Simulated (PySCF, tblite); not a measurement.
# C₅H₁₂B₂O₂: geometry, infrared bands, NMR shifts and electronic excitations, part 1 of 2

Wanted: the infrared bands, NMR shifts and electronic excitations of C₅H₁₂B₂O₂ (`CB(C)C1COBOC1`), by calculation.

Programs: tblite 0.8.0 and PySCF 2.14.0, with density-fitted response routines of our own. Each step states its level of theory. These are calculated values for one molecule in the gas phase, unless marked as measured. Atoms are numbered from 0 throughout.

## 1. Starting geometry

21 atoms, charge 0, multiplicity 1; geometry from: force field or distance geometry start.

Bonds of the start (Å): C0–B1 1.57, B1–C2 1.60, B1–C3 1.60, C3–C4 1.51, C4–O5 1.38, O5–B6 1.47, B6–O7 1.46, O7–C8 1.40, C8–C3 1.49, C0–H9 1.11, C0–H10 1.13, C0–H11 1.10, C2–H12 1.11, C2–H13 1.12, C2–H14 1.11, C3–H15 1.12, C4–H16 1.11, C4–H17 1.11, B6–H18 1.19, C8–H19 1.12, C8–H20 1.12.

## 2. Geometry optimisation with GFN2-xTB

What the job is given:

```
{"job": {"kind": "relax", "xc": "GFN2-xTB", "basis": "xTB"}, "charge": 0, "multiplicity": 1}
C     -1.339200     1.477600    -0.361900
B     -1.147100    -0.061100    -0.114700
C     -2.181900    -0.911800     0.762100
C      0.290100    -0.751000    -0.227400
C      0.990300    -0.493000     1.090400
O      2.335200    -0.238700     0.918100
B      2.599700     0.765300    -0.124100
O      1.641900     0.929900    -1.212400
C      1.067400    -0.328100    -1.426700
H     -1.413000     2.076100     0.565500
H     -2.266800     1.657500    -0.975300
H     -0.513000     1.907100    -0.956000
H     -1.998900    -0.812000     1.847400
H     -1.971200    -1.974400     0.496700
H     -3.226800    -0.675300     0.461500
H      0.115700    -1.858800    -0.307700
H      0.786600    -1.374000     1.737200
H      0.546900     0.376100     1.614500
H      3.340700     1.680800     0.055100
H      1.928700    -1.032500    -1.518500
H      0.405700    -0.342900    -2.324400
```

The run is started by

```sh
> OMP_NUM_THREADS=1 python probes_run.py task.json out
```

The driver reads the jobs from task.json and runs them one after another.

What it wrote:

```text
step      E/eV     max force
  0    -746.96071    3.212
  1    -747.46705    1.641
  2    -747.69546    1.150
  3    -747.77283    0.733
  4    -747.84792    0.563
  5    -747.88181    0.425
  6    -747.92700    0.540
  7    -747.95879    0.524
  8    -747.99138    0.507
  9    -748.01261    0.332
 10    -748.03051    0.322
 11    -748.04643    0.300
 12    -748.06350    0.318
 13    -748.08118    0.310
 14    -748.09750    0.240
 15    -748.11161    0.258
 16    -748.12439    0.249
 17    -748.13544    0.231
 18    -748.14433    0.194
 19    -748.15125    0.194
 20    -748.15612    0.158
 21    -748.15993    0.153
 22    -748.16417    0.133
 23    -748.16977    0.199
 24    -748.17665    0.199
 25    -748.18261    0.215
 26    -748.18558    0.201
 27    -748.18940    0.188
 28    -748.19309    0.167
 29    -748.19953    0.134
 30    -748.20407    0.169
 31    -748.20978    0.163
 32    -748.21486    0.160
 33    -748.22002    0.173
 34    -748.22408    0.286
 35    -748.23079    0.237
 36    -748.23901    0.201
 37    -748.25050    0.238
 38    -748.25899    0.262
 39    -748.27046    0.234
 40    -748.27861    0.202
 41    -748.28599    0.199
 42    -748.29041    0.264
 43    -748.29731    0.219
 44    -748.30342    0.182
 45    -748.31110    0.197
 46    -748.31539    0.201
 47    -748.32273    0.169
 48    -748.32889    0.188
 49    -748.33686    0.234
 50    -748.34599    0.240
 51    -748.35333    0.260
 52    -748.35884    0.239
 53    -748.36390    0.132
 54    -748.36858    0.131
 55    -748.37216    0.145
 56    -748.37756    0.138
 57    -748.38196    0.144
 58    -748.38645    0.152
 59    -748.39065    0.138
 60    -748.39453    0.142
 61    -748.39791    0.148
 62    -748.40090    0.151
 63    -748.40385    0.164
 64    -748.40712    0.129
 65    -748.41154    0.144
 66    -748.41466    0.132
 67    -748.41680    0.094
 68    -748.41789    0.054
 69    -748.41854    0.055
 70    -748.41911    0.054
 71    -748.41964    0.045
 72    -748.42010    0.047
 73    -748.42057    0.058
 74    -748.42112    0.065
 75    -748.42167    0.049
 76    -748.42207    0.039
 77    -748.42233    0.039
 78    -748.42261    0.044
 79    -748.42307    0.058
 80    -748.42372    0.060
 81    -748.42439    0.048
 82    -748.42491    0.049
 83    -748.42530    0.051
 84    -748.42566    0.040
 85    -748.42599    0.033
 86    -748.42621    0.032
 87    -748.42638    0.032
 88    -748.42657    0.029
 89    -748.42681    0.038
 90    -748.42702    0.030
 91    -748.42716    0.025
 92    -748.42727    0.028
 93    -748.42742    0.030
 94    -748.42766    0.041
 95    -748.42798    0.045
 96    -748.42828    0.050
 97    -748.42854    0.043
 98    -748.42877    0.034
 99    -748.42903    0.035
100    -748.42926    0.033
101    -748.42947    0.041
102    -748.42969    0.040
103    -748.43003    0.054
104    -748.43059    0.073
105    -748.43134    0.075
106    -748.43217    0.062
107    -748.43305    0.075
108    -748.43408    0.085
109    -748.43541    0.082
110    -748.43674    0.179
111    -748.43506    0.268
112    -748.43883    0.080
113    -748.43962    0.077
114    -748.44061    0.045
115    -748.44094    0.044
116    -748.44138    0.044
117    -748.44188    0.047
118    -748.44230    0.045
119    -748.44285    0.047
120    -748.44357    0.052
121    -748.44445    0.050
122    -748.44528    0.056
123    -748.44601    0.055
124    -748.44673    0.066
125    -748.44705    0.161
126    -748.44818    0.097
127    -748.44910    0.054
128    -748.45000    0.036
129    -748.45043    0.033
130    -748.45074    0.036
131    -748.45101    0.032
132    -748.45120    0.029
133    -748.45130    0.022
134    -748.45138    0.020
135    -748.45146    0.023
136    -748.45158    0.022
137    -748.45170    0.026
138    -748.45179    0.024
139    -748.45186    0.018
140    -748.45192    0.015
141    -748.45199    0.014
142    -748.45206    0.017
143    -748.45212    0.016
144    -748.45219    0.016
145    -748.45226    0.015
146    -748.45233    0.021
147    -748.45240    0.022
148    -748.45248    0.021
149    -748.45259    0.025
150    -748.45278    0.028
151    -748.45302    0.039
152    -748.45341    0.056
153    -748.45377    0.087
154    -748.45482    0.062
155    -748.45611    0.093
156    -748.45724    0.091
157    -748.45761    0.153
158    -748.45904    0.057
159    -748.45992    0.060
160    -748.46170    0.167
161    -748.46283    0.057
162    -748.46367    0.065
163    -748.46426    0.158
164    -748.46528    0.045
165    -748.46575    0.077
166    -748.46655    0.072
167    -748.46685    0.045
168    -748.46742    0.040
169    -748.46800    0.071
170    -748.46857    0.059
171    -748.46870    0.073
172    -748.46913    0.039
173    -748.46931    0.031
174    -748.46960    0.028
175    -748.46971    0.029
176    -748.46983    0.017
177    -748.46989    0.015
178    -748.46994    0.014
179    -748.46998    0.012
180    -748.47001    0.013
181    -748.47003    0.014
182    -748.47006    0.013
183    -748.47008    0.012
184    -748.47012    0.013
185    -748.47015    0.016
186    -748.47019    0.018
187    -748.47023    0.023
188    -748.47030    0.023
189    -748.47040    0.029
190    -748.47052    0.030
191    -748.47066    0.028
192    -748.47078    0.019
193    -748.47089    0.019
194    -748.47099    0.019
195    -748.47106    0.016
196    -748.47112    0.016
197    -748.47117    0.017
198    -748.47121    0.014
199    -748.47124    0.010
```

It took 1.1 s on 1 thread of Arm Neoverse V2, shared host; peak memory 0.18 GiB.

Relaxation path: (not every step is listed)

| step | energy from step 0 (eV) | largest force (eV/Å) |
| --- | --- | --- |
| 0 | 0.0000 | 3.2118 |
| 1 | -0.5063 | 1.6413 |
| 2 | -0.7348 | 1.1503 |
| 3 | -0.8121 | 0.7325 |
| 4 | -0.8872 | 0.5630 |
| 5 | -0.9211 | 0.4252 |
| 6 | -0.9663 | 0.5396 |
| 7 | -0.9981 | 0.5245 |
| 8 | -1.0307 | 0.5066 |
| 26 | -1.2249 | 0.2006 |
| 44 | -1.3427 | 0.1825 |
| 62 | -1.4402 | 0.1510 |
| 80 | -1.4630 | 0.0596 |
| 98 | -1.4681 | 0.0341 |
| 116 | -1.4807 | 0.0439 |
| 134 | -1.4907 | 0.0203 |
| 152 | -1.4927 | 0.0563 |
| 170 | -1.5079 | 0.0594 |
| 188 | -1.5096 | 0.0234 |
| 194 | -1.5103 | 0.0191 |
| 195 | -1.5104 | 0.0163 |
| 196 | -1.5104 | 0.0156 |
| 197 | -1.5105 | 0.0172 |
| 198 | -1.5105 | 0.0145 |
| 199 | -1.5105 | 0.0095 |

Close pairs (by a distance rule), those that changed most:

| bond | before (Å) | after (Å) | change (Å) |
| --- | --- | --- | --- |
| O5–B6 | 1.471 | 1.352 | -0.119 |
| B6–O7 | 1.459 | 1.348 | -0.111 |
| C3–C8 | 1.490 | 1.536 | +0.046 |
| C0–H10 | 1.127 | 1.088 | -0.038 |
| C4–O5 | 1.380 | 1.412 | +0.032 |
| C3–C4 | 1.514 | 1.545 | +0.030 |
| C3–H15 | 1.124 | 1.095 | -0.029 |
| B1–C2 | 1.601 | 1.576 | -0.025 |

The final coordinates are the input of the step that follows.

## 3. Vibrational analysis with GFN2-xTB

What the job is given:

```
{"job": {"kind": "ir", "xc": "GFN2-xTB", "basis": "xTB"}, "charge": 0, "multiplicity": 1}
C     -1.204039     1.379291    -0.646857
B     -1.054799    -0.051797    -0.019676
C     -2.244312    -0.678606     0.802763
C      0.293547    -0.902339    -0.150545
C      1.126384    -0.715271     1.137039
O      1.695634     0.574415     1.216763
B      2.016310     1.225680     0.075697
O      1.821079     0.730848    -1.163413
C      1.216644    -0.538466    -1.323015
H     -0.681896     2.081586     0.006366
H     -2.233332     1.723597    -0.724810
H     -0.730248     1.485401    -1.619760
H     -1.958501    -1.507003     1.447385
H     -2.982675    -1.067300     0.099736
H     -2.769965     0.057385     1.407533
H      0.063523    -1.970511    -0.226234
H      1.940588    -1.452582     1.167276
H      0.505665    -0.846961     2.029583
H      2.498167     2.286274     0.170458
H      2.016711    -1.285873    -1.422488
H      0.656595    -0.510824    -2.264274
```

What it wrote:

```text
mode    cm-1     km/mol
  1      35.5      0.35
  2      86.0      0.97
  3     117.4      0.78
  4     132.2      3.44
  5     135.3      0.69
  6     207.1      1.29
  7     246.0      0.17
  8     278.8      0.50
  9     355.2      0.88
 10     382.2      2.85
 11     399.3     18.14
 12     481.8      2.55
 13     581.8      7.40
 14     653.5      0.88
 15     710.0      0.31
 16     775.8     98.71
 17     796.9     38.63
 18     853.3      0.58
 19     857.7     60.16
 20     876.6     22.69
 21     896.2      7.64
 22     916.5      7.04
 23     946.0      0.96
 24     950.1     30.48
 25    1031.2      2.00
 26    1049.9     34.75
 27    1105.7     49.27
 28    1127.1     79.66
 29    1162.5    132.16
 30    1177.9    203.93
 31    1187.2    109.84
 32    1215.4     21.55
 33    1224.5    100.07
 34    1253.1    166.67
 35    1296.1     48.24
 36    1335.4     33.90
 37    1343.7    127.76
 38    1382.3     55.42
 39    1387.9     18.67
 40    1470.5      1.97
 41    1476.2      4.01
 42    1484.0      1.88
 43    1485.9      1.82
 44    1490.2      0.96
 45    1494.6      0.72
 46    2659.3    160.54
 47    2868.5      8.12
 48    2874.4    116.13
 49    2926.2     25.77
 50    2930.3     53.29
 51    2934.6     61.27
 52    2984.9      8.75
 53    2993.4     25.05
 54    3025.6     13.91
 55    3030.1     71.73
 56    3032.9     17.85
 57    3040.0     17.47
```

Wall time 0.61 s (1 thread of Arm Neoverse V2, shared host); peak memory 0.18 GiB.

Which atoms move in the most intense modes:

| cm⁻¹ | km/mol | atoms |
| --- | --- | --- |
| 1162 | 132.2 | H20 15 %, B6 13 %, H15 12 %, O5 11 % |
| 1178 | 203.9 | B1 48 % |
| 1187 | 109.8 | O7 19 %, H17 15 %, B6 14 %, C8 13 % |
| 1224 | 100.1 | H19 32 %, H15 19 %, B6 16 % |
| 1253 | 166.7 | H15 23 %, H20 16 %, C3 14 %, B6 14 % |
| 1344 | 127.8 | H19 28 %, H20 23 %, B6 13 % |
| 2659 | 160.5 | H18 92 % |
| 2874 | 116.1 | H16 65 %, H19 23 % |

## 4. Relaxing the molecule at PBE0-D3(BJ)/def2-SVP

What the job is given:

```
{"job": {"xc": "PBE0", "basis": "def2-SVP", "d3": "d3bj", "grid": 1, "shake": 0.01, "kind": "geom"}, "charge": 0, "multiplicity": 1}
C     -1.183630     1.353730    -0.642680
B     -1.060480    -0.056320    -0.021830
C     -2.264510    -0.680930     0.794110
C      0.326780    -0.900080    -0.154070
C      1.123570    -0.721950     1.126490
O      1.691730     0.579230     1.214380
B      2.025890     1.223680     0.075940
O      1.836540     0.736300    -1.168470
C      1.214820    -0.533060    -1.303660
H     -0.684590     2.079150     0.016390
H     -2.242200     1.720680    -0.715980
H     -0.724440     1.486320    -1.613060
H     -1.986780    -1.496790     1.437790
H     -2.999360    -1.064540     0.106740
H     -2.774410     0.046620     1.407790
H      0.063000    -1.956460    -0.218760
H      1.942530    -1.441470     1.165220
H      0.496410    -0.841120     2.035410
H      2.496020     2.278450     0.172750
H      1.991770    -1.278970    -1.417570
H      0.640210    -0.510210    -2.273910
```

What it wrote:

```text
step   0  E = -397.25261612  max force = 0.027562
step   1  E = -397.25929365  max force = 0.004451
step   2  E = -397.25948714  max force = 0.001536
step   3  E = -397.25950983  max force = 0.001085
step   4  E = -397.25951878  max force = 0.000630
step   5  E = -397.25952651  max force = 0.000450
step   6  E = -397.25953313  max force = 0.000950
step   7  E = -397.25953647  max force = 0.000869
step   8  E = -397.25954216  max force = 0.000476
step   9  E = -397.25954681  max force = 0.000224
optimisation converged
```

Wall time 2.3 min (1 thread of Arm Neoverse V2, shared host); peak memory 0.77 GiB.

The steps of the relaxation:

| step | energy from step 0 (eV) | largest force component (eV/Å) |
| --- | --- | --- |
| 0 | 0.0000 | 1.4173 |
| 1 | -0.1817 | 0.2289 |
| 2 | -0.1870 | 0.0790 |
| 3 | -0.1876 | 0.0558 |
| 4 | -0.1878 | 0.0324 |
| 5 | -0.1880 | 0.0231 |
| 6 | -0.1882 | 0.0489 |
| 7 | -0.1883 | 0.0447 |
| 8 | -0.1885 | 0.0245 |
| 9 | -0.1886 | 0.0115 |

Close pairs (by a distance rule), those that changed most:

| bond | before (Å) | after (Å) | change (Å) |
| --- | --- | --- | --- |
| B6–H18 | 1.159 | 1.205 | +0.047 |
| B1–C3 | 1.629 | 1.597 | -0.032 |
| C2–H13 | 1.077 | 1.108 | +0.031 |
| C8–H20 | 1.128 | 1.102 | -0.026 |
| C2–H12 | 1.076 | 1.101 | +0.025 |
| C3–C8 | 1.498 | 1.523 | +0.025 |
| C8–H19 | 1.083 | 1.105 | +0.022 |
| C0–H10 | 1.123 | 1.101 | -0.022 |

The end geometry stands in the next job.

| at the end point | value |
| --- | --- |
| point group (found at 0.08 Å tolerance) | C1 |
| rotational constants (GHz, main isotopes) | 2.385, 1.351, 1.183 |
| dipole moment (D) | 3.05 |

## 5. Shielding tensors: PBE0/pcSseg-1

What the job is given:

```
{"job": {"kind": "nmr", "xc": "PBE0", "basis": "pcSseg-1"}, "charge": 0, "multiplicity": 1}
C     -1.274164     1.390332    -0.639891
B     -1.045861     0.011001     0.066717
C     -2.117326    -0.524613     1.083533
C      0.247970    -0.886844    -0.196835
C      1.187017    -0.835528     1.011209
O      1.837290     0.417010     1.098123
B      2.101276     1.121297    -0.034884
O      1.758110     0.684070    -1.272732
C      1.068538    -0.540932    -1.432307
H     -0.804395     2.130548     0.039950
H     -2.333158     1.680663    -0.715460
H     -0.774290     1.518889    -1.610159
H     -1.764289    -1.294774     1.786061
H     -2.900292    -1.000671     0.460049
H     -2.631277     0.273532     1.641551
H     -0.107506    -1.930938    -0.283258
H      1.953454    -1.628817     0.939894
H      0.643213    -0.995278     1.955341
H      2.657907     2.185529     0.068488
H      1.807881    -1.333641    -1.647870
H      0.429114    -0.446429    -2.324460
```

Method: GIAO PBE0/pcSseg-1 NMR shielding, non-relativistic, gas phase.

What it wrote:

```text
coarse grid: 17216 points
cycle   1  E = -397.2713034602  dE =  1.092e+00  |g| = 8.450e-01  |ddm| = 3.928e+00
cycle   2  E = -397.1670433671  dE =  1.043e-01  |g| = 1.145e+00  |ddm| = 1.487e+00
cycle   3  E = -397.4118222143  dE = -2.448e-01  |g| = 1.062e-01  |ddm| = 9.093e-01
cycle   4  E = -397.4137723118  dE = -1.950e-03  |g| = 3.767e-02  |ddm| = 9.726e-02
cycle   5  E = -397.4141000021  dE = -3.277e-04  |g| = 6.525e-03  |ddm| = 3.719e-02
cycle   6  E = -397.4141088197  dE = -8.818e-06  |g| = 1.344e-03  |ddm| = 7.451e-03
final grid: 165336 points
cycle   7  E = -397.4844972118  dE = -6.442e-05  |g| = 1.258e-02  |ddm| = 4.085e-02
cycle   8  E = -397.4844724506  dE =  2.476e-05  |g| = 1.722e-02  |ddm| = 2.060e-02
cycle   9  E = -397.4845297926  dE = -5.734e-05  |g| = 1.377e-03  |ddm| = 1.195e-02
cycle  10  E = -397.4845301886  dE = -3.960e-07  |g| = 2.496e-04  |ddm| = 1.284e-03
cycle  11  E = -397.4845302003  dE = -1.173e-08  |g| = 8.645e-05  |ddm| = 2.627e-04
cycle  12  E = -397.4845302014  dE = -1.085e-09  |g| = 4.641e-05  |ddm| = 8.834e-05
cycle  13  E = -397.4845302018  dE = -3.797e-10  |g| = 6.309e-06  |ddm| = 3.248e-05
converged SCF energy = -397.4845302018

GIAO shielding tensors (ppm)
atom      isotropic    diamagn.    paramagn.     s11        s22        s33       span
  0 C      167.752     254.900     -87.147    145.279    174.029    183.949     38.670
  1 B       11.768     189.506    -177.738    -48.470    -33.371    117.144    165.614
  2 C      168.584     253.922     -85.338    149.651    172.761    183.340     33.689
  3 C      144.907     255.283    -110.377    126.728    143.061    164.931     38.203
  4 C      119.277     246.035    -126.759    101.248    105.620    150.962     49.713
  5 O      197.329     395.448    -198.119     69.658    185.362    336.967    267.309
  6 B       76.419     198.753    -122.334     60.022     72.552     96.683     36.661
  7 O      202.896     394.611    -191.715     73.036    195.484    340.166    267.130
  8 C      120.086     244.765    -124.679    100.768    108.168    151.322     50.554
  9 H       30.853      31.511      -0.658     26.762     30.558     35.239      8.477
 10 H       30.061      30.404      -0.343     25.973     28.910     35.300      9.326
 11 H       29.644      32.185      -2.541     24.688     30.718     33.525      8.837
 12 H       30.211      32.039      -1.828     26.301     29.996     34.335      8.034
 13 H       30.734      29.564       1.170     27.077     28.696     36.430      9.353
 14 H       30.060      30.470      -0.410     26.494     28.852     34.833      8.339
 15 H       30.064      34.156      -4.092     25.665     29.262     35.264      9.600
 16 H       27.015      30.256      -3.241     22.623     25.988     32.433      9.810
 17 H       27.123      31.325      -4.202     23.402     27.003     30.964      7.562
 18 H       27.241      29.400      -2.158     24.270     25.943     31.512      7.242
 19 H       27.145      29.903      -2.758     22.725     26.005     32.705      9.981
 20 H       27.164      30.818      -3.654     24.489     25.832     31.170      6.681
```

It took 30 s on 1 thread of Arm Neoverse V2, shared host; peak memory 1 GiB.

The references, computed at this level on geometries of the same kind, shield at (ppm): ¹H TMS 31.27, ¹³C TMS 184.4, ¹⁷O H2O 334.6, ¹¹B BF3·OEt2 100.7. Their shielding less the atom's gives the shift. The references are single molecules in the gas phase, so shifts against H2O, NH3, PH3, H3PO4 or CFCl3 are not on the usual liquid scales and can be off by tens of ppm. Atoms listed in one row are averaged.

| atoms | environment | σ (ppm) | δ (ppm) | δ scaled to CDCl3 |
| --- | --- | --- | --- | --- |
| C4, C8 | sp3 CH2 bonded to O | 119.7 | 64.7 | 62.3 |
| C3 | sp3 CH bonded to B | 144.9 | 39.5 | 37.9 |
| C0, C2 | methyl carbon bonded to B | 168.2 | 16.2 | 15.3 |
| H16, H19 | hydrogen on an sp3 CH2 bonded to O | 27.08 | 4.19 | 4.18 |
| H17, H20 | hydrogen on an sp3 CH2 bonded to O | 27.14 | 4.12 | 4.12 |
| H18 | hydrogen on a boron bonded to 2 O, in a 6-membered ring | 27.24 | 4.03 | – |
| H15 | hydrogen on an sp3 CH bonded to B | 30.06 | 1.20 | 1.36 |
| H9, H10, H11, H12, H13, H14 | hydrogen on a methyl carbon bonded to B | 30.26 | 1.01 | 1.17 |
| B1 | boron bonded to 3 C | 11.8 | 89.0 | – |
| B6 | boron bonded to 2 O, H, in a 6-membered ring | 76.4 | 24.3 | – |
| O5, O7 | oxygen bonded to C, B, in a 6-membered ring | 200.1 | 134.4 | – |

The scaled column applies a straight-line fit of computed shieldings to shifts measured in CDCl3 (root-mean-square error 0.21 ppm for H, 2.0 ppm for C).

The run also stored atomic charges by several schemes (e):

| atoms | Mulliken | IAO | Hirshfeld | ESP fit |
| --- | --- | --- | --- | --- |
| C0, C2 | -0.52 | -0.56 | -0.19 | -0.80 |
| B1 | 0.46 | 0.33 | 0.20 | 0.91 |
| C3 | -0.58 | -0.28 | -0.11 | -0.60 |
| C4, C8 | 0.13 | -0.04 | 0.01 | 0.37 |
| O5, O7 | -0.51 | -0.40 | -0.18 | -0.59 |
| B6 | 0.49 | 0.35 | 0.20 | 0.72 |

Mayer bond orders: C0–B1 1.09, B1–C2 1.07, B1–C3 0.89, C3–C4 1.02, C4–O5 0.88, O5–B6 1.15, B6–O7 1.16, O7–C8 0.88, C8–C3 1.03.

Ring of atoms C3, C4, O5, B6, O7, C8: NICS(0) -1.4, NICS(1) -1.3, NICS(1)zz -1.3 ppm (means of both faces; NICS(1) differs between them: -2.5 and -0.1).

(Continued in part 2 of 2.)
